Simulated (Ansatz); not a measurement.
# CH₅AlO₃: how energies converge with the basis set

The task here is to estimate one member of a computed series from the others.

Program: Ansatz 0.2.0, Gaussian basis. Level of theory: one geometry, several basis sets. These are calculated values, not measurements.

Plan: PBE0-D4/def2-SVP; ωB97M-V/def2-SVP; PBE0-D4/def2-QZVPP; ωB97M-V/def2-QZVPP; the functionals' def2-TZVPP values are taken from earlier runs.

### The relaxed structure

An earlier PBE0-D4 in a triple-zeta def2 set relaxation fixed the geometry.

SMILES `C[O][Al]([OH])[OH]`, 10 atoms, charge 0, spin multiplicity 1.

Atoms are counted from 1 here; the program's logs count them from 0.

Bond lengths: C1–O2 1.399 Å, C1–H6 1.096 Å, C1–H7 1.095 Å, C1–H8 1.095 Å, O2–Al3 1.678 Å, Al3–O4 1.689 Å, Al3–O5 1.689 Å, O4–H9 0.955 Å, O5–H10 0.955 Å. Angles: O2–C1–H6 112.5°, O2–C1–H7 110.0°, O2–C1–H8 110.0°, H6–C1–H7 108.1°, H6–C1–H8 108.1°, H7–C1–H8 107.9°, C1–O2–Al3 134.3°, O2–Al3–O4 120.5°, O2–Al3–O5 119.4°, O4–Al3–O5 120.1°, Al3–O4–H9 122.3°, Al3–O5–H10 122.5°.

Set-up of the first run:

in.yaml reads:

```yaml
crystal:
  periodic: [false, false, false]
  atoms:
    - {symbol: C, position_ang: [-0.667024, 1.034627, 1.346314]}
    - {symbol: O, position_ang: [-0.411970, -0.190950, 0.721105]}
    - {symbol: Al, position_ang: [0.352916, -0.643785, -0.701816]}
    - {symbol: O, position_ang: [0.467466, -2.273109, -1.132689]}
    - {symbol: O, position_ang: [1.010479, 0.545298, -1.704944]}
    - {symbol: H, position_ang: [-0.278326, 1.885912, 0.775795]}
    - {symbol: H, position_ang: [-0.206922, 1.051622, 2.339910]}
    - {symbol: H, position_ang: [-1.745860, 1.173435, 1.473098]}
    - {symbol: H, position_ang: [0.107069, -2.971642, -0.589416]}
    - {symbol: H, position_ang: [1.455175, 0.337492, -2.524558]}
basis:
  gaussian: {orbitals: def2-SVP}
hamiltonian: {xc: pbe0, dispersion: d4}
output: {orbitals: {seedname: orbitals}}
```

On the command line:

```sh
> ansatz run in.yaml --threads 4 --pin off --events-out ev --progress --plain --max-ram 10444MiB
```

Steps of the session up to this table: PBE0-D4 in def2-SVP; ωB97M-V in def2-SVP; PBE0-D4 in def2-QZVPP; ωB97M-V in def2-QZVPP.

One of the session's tables, all rows but one given; the rest of the session is left out.

```
functional       basis  HOMO (eV)
   PBE0-D4    def2-SVP      -7.85
   PBE0-D4  def2-TZVPP      -8.07
   PBE0-D4  def2-QZVPP      -8.12
   ωB97M-V    def2-SVP          ?
   ωB97M-V  def2-TZVPP     -10.50
   ωB97M-V  def2-QZVPP     -10.55
```

Estimate the missing values for ωB97M-V, def2-SVP.

The run gave: HOMO (eV): -10.25. In the column «HOMO (eV)» it lies between ωB97M-V, def2-TZVPP (-10.50) and PBE0-D4, def2-QZVPP (-8.12).
